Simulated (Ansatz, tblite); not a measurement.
# The cluster Ge2Se3−: one state, many levels

An exercise on one series of results from a longer session: the logs are not shown, and one member is left open.

Program: Ansatz 0.2.0, Gaussian basis. Level of theory: as each input shows. These are calculated values, not measurements.

Levels to be run: GFN1-xTB, GFN2-xTB, PBE-D4/def2-TZVPD, r2SCAN-D4/def2-TZVPD, LDA/def2-TZVPD, PBE-QIDH/def2-TZVPD, MP2/def2-TZVPD, RPA/def2-TZVPD.

6 further runs of the same task are left out: 2 that didn't finish, 4 set aside as unsound or not needed. Runs told in other sessions of the task aren't counted.

## The relaxed structure

The doublet was relaxed beforehand with r2SCAN-D4/def2-SVPD. At that level it is the lowest of the isomers that a small search found.

5 atoms, charge -1, spin multiplicity 2.

Bond lengths: Ge1–Se3 2.484 Å, Ge1–Se4 2.484 Å, Ge1–Se5 2.483 Å, Ge2–Se3 2.484 Å, Ge2–Se4 2.484 Å, Ge2–Se5 2.484 Å. Angles: Se3–Ge1–Se4 93.5°, Se3–Ge1–Se5 93.5°, Se4–Ge1–Se5 93.5°, Se3–Ge2–Se4 93.5°, Se3–Ge2–Se5 93.5°, Se4–Ge2–Se5 93.5°, Ge1–Se3–Ge2 65.5°, Ge1–Se4–Ge2 65.5°, Ge1–Se5–Ge2 65.5°.

The ion is computed in the gas phase, without counter-ions or solvent.

PBE0-D4/def2-TZVPD was run before; its log isn't repeated, and its numbers join the tables.

Set-up of the first run:

Tight binding, by tblite at 300 K electronic temperature and without a spin-polarisation term:

```python
tblite.interface.Calculator('GFN1-xTB', numbers, positions, charge=-1, uhf=1).singlepoint()
```

Tight binding, by tblite at 300 K electronic temperature and without a spin-polarisation term:

```python
tblite.interface.Calculator('GFN2-xTB', numbers, positions, charge=-1, uhf=1).singlepoint()
```

start.molden holds the orbitals of an earlier run on this state, given as this run's starting guess.

The input, in.yaml:

```yaml
crystal:
  periodic: [false, false, false]
  atoms:
    - {symbol: Ge, position_ang: [0.001734, -1.251426, 0.490821]}
    - {symbol: Ge, position_ang: [-0.001752, 1.251664, -0.490765]}
    - {symbol: Se, position_ang: [0.908464, 0.687682, 1.750249]}
    - {symbol: Se, position_ang: [1.174239, -0.629167, -1.608335]}
    - {symbol: Se, position_ang: [-2.082685, -0.058753, -0.141970]}
basis:
  gaussian: {orbitals: def2-TZVPD, initial_orbitals: start.molden}
total_charge: -1
magnetization: {spin_polarized: true, initial_magnetization: 1}
hamiltonian: {xc: pbe, dispersion: d4}
scf: {omitted_lower_state_checks: [starts]}
output: {forces: true, orbitals: {seedname: orbitals}}
```

Started as:

```console
ansatz run in.yaml --threads 4 --pin off --events-out ev --progress --plain --max-ram 4787MiB
```

Steps of the session up to this table: PBE-D4/def2-TZVPD; r2SCAN-D4/def2-TZVPD; LDA/def2-TZVPD; PBE-QIDH/def2-TZVPD; MP2/def2-TZVPD; RPA/def2-TZVPD.

One table of the session follows, with a row left open; its other results are not shown here.

```
               level  HOMO (eV)  gap (eV)
      LDA/def2-TZVPD      -0.87      0.31
   PBE-D4/def2-TZVPD      -0.74      0.44
r2SCAN-D4/def2-TZVPD      -0.98      0.72
  PBE0-D4/def2-TZVPD          ?         ?
```

Estimate the missing values for PBE0-D4/def2-TZVPD.

The run gave: HOMO (eV): -1.60; gap (eV): 1.89. In the column «HOMO (eV)» it is the lowest.
